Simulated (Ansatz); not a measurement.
Ta3AsAu2O13:

```
Ta As Au O
1.0
     5.72385   -0.00745   -0.00403
     1.30279    6.25499    0.00561
     0.27574    1.30074    8.36754
Ta As Au O
3 1 2 13
Direct
  0.21713 0.30521 0.58431
  0.03325 0.11123 0.99855
  0.58248 0.62145 0.50482
  0.58707 0.89691 0.83049
  0.58004 0.09228 0.18613
  0.04485 0.82077 0.44682
  0.66201 0.69726 0.71088
  0.51632 0.13418 0.69625
  0.85098 0.88773 0.91932
  0.34466 0.87003 0.94651
  0.73015 0.29240 0.03095
  0.24622 0.21809 0.11075
  0.12900 0.09398 0.49104
  0.48032 0.38887 0.43499
  0.05966 0.26685 0.78594
  0.93330 0.53240 0.45645
  0.49975 0.85161 0.34971
  0.25256 0.62988 0.62473
  0.91878 0.95175 0.22636
```

The cell was built by a generator and needn't be a form met in nature.

```yaml
Program: Ansatz 0.2.0
Task: relaxation of cell and atoms
Functional: PBEsol
Potentials_or_basis: Ansatz PAW
Cutoff: "420 eV (not typed: the program's choice for these potentials)"
k_mesh: 4 × 3 × 3
Occupations: fermi-dirac, width 0.05 eV
Spin: no spin polarisation
```

At the start: volume 15.77 Å³/atom.

Problem. Where does the relaxation end?

Solution. It ends after 15 steps and the volume is 15.12 Å³/atom (-4.1 %); space group P1 (No. 1, to 0.05 Å).

The path:
```
step  energy change (eV)  largest force (eV/Å)  volume (Å³)
   1              0.0000                0.4497       299.62
   2             -0.1665                0.2587       286.72
   3             -0.1722                0.1070       288.79
   4             -0.1737                0.0430       288.79
   5             -0.1748                0.0151       288.59
   6             -0.1751                0.0167       288.53
   7             -0.1751                0.0058       288.54
   8             -0.1426                0.0057       288.54
   9             -0.1487                0.0339       287.06
  10             -0.1477                0.0274       287.38
  11             -0.1473                0.0073       287.50
  12             -0.1436                0.0073       287.50
  13             -0.1444                0.0122       287.31
  14             -0.1445                0.0060       287.28
  15             -0.1437                0.0060       287.28
```

Final structure:
```
Ta As Au O
1.0
     5.65125    0.01484    0.00951
     1.31052    6.17474   -0.02316
     0.29694    1.24161    8.23278
Ta As Au O
3 1 2 13
Direct
  0.21788 0.30470 0.58316
  0.03121 0.11372 0.00080
  0.58312 0.61932 0.50288
  0.58986 0.89781 0.83073
  0.57682 0.09366 0.18800
  0.04415 0.81838 0.44644
  0.66438 0.69401 0.71093
  0.52014 0.13439 0.69491
  0.85543 0.88779 0.91939
  0.34479 0.87363 0.94795
  0.72369 0.29644 0.03327
  0.24300 0.22232 0.11542
  0.12879 0.08960 0.49143
  0.48309 0.38463 0.43110
  0.05867 0.26998 0.78682
  0.93644 0.53013 0.45196
  0.49796 0.85064 0.34728
  0.25149 0.62887 0.62510
  0.91761 0.95287 0.22743
```

Caveat: the plane-wave basis is chosen anew once the cell has moved, so the energies of steps on either side of that aren't comparable; the pressure holds a Pulay correction of +0.6 GPa for the finite cutoff; the PAW data sets come from PBE, with cores solved anew for the run's functional, which leaves a small shift of forces and pressure.
